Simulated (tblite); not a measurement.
# C3H11GeNSi: the cost of one run

Programs: tblite 0.8.0 and PySCF 2.14.0, with density-fitted response routines of our own. Each step states its level of theory. These are calculated values for one molecule in the gas phase, unless marked as measured. Atoms count from 0, in the outputs and in this text.

### 1 The molecule as given

17 atoms, charge 0, multiplicity 1; geometry from: force field or distance geometry start.

Bonds of the start (Å): C0–N1 1.28, N1–Ge2 1.82, Ge2–Si3 2.30, Si3–C4 1.85, C4–C5 1.50, C0–H6 1.09, C0–H7 1.08, Ge2–H8 1.55, Ge2–H9 1.56, Si3–H10 1.47, Si3–H11 1.47, C4–H12 1.12, C4–H13 1.10, C5–H14 1.12, C5–H15 1.10, C5–H16 1.12.

### 2 Geometry optimisation with GFN2-xTB

Job settings and geometry (Å):

```
{"job": {"kind": "relax", "xc": "GFN2-xTB", "basis": "xTB"}, "charge": 0, "multiplicity": 1}
C      3.366100    -0.614800     0.261400
N      2.904900     0.550800     0.530800
Ge     1.148800     1.016600     0.613200
Si    -0.119600    -0.851500     0.201000
C     -1.943900    -0.592800     0.336700
C     -2.372900     0.823600     0.104200
H      4.451200    -0.718900     0.261600
H      2.740500    -1.464900     0.033500
H      0.748100     1.664700     1.959400
H      0.895000     2.028400    -0.541300
H      0.148900    -1.286600    -1.181500
H      0.312100    -1.908700     1.130000
H     -2.432200    -1.187400    -0.483600
H     -2.388700    -0.973200     1.271800
H     -2.577500     1.372900     1.062400
H     -3.321800     0.820000    -0.446900
H     -1.566000     1.333900    -0.473100
```

Started as:

```
> OMP_NUM_THREADS=1 python probes_run.py task.json out
```

The driver reads the jobs from task.json and runs them one after another.

**Question.** How long does this first job take on 1 thread of AMD EPYC 9R45, shared host, and how much memory does it need?

About 1 s, with a peak of 0.18 GiB.
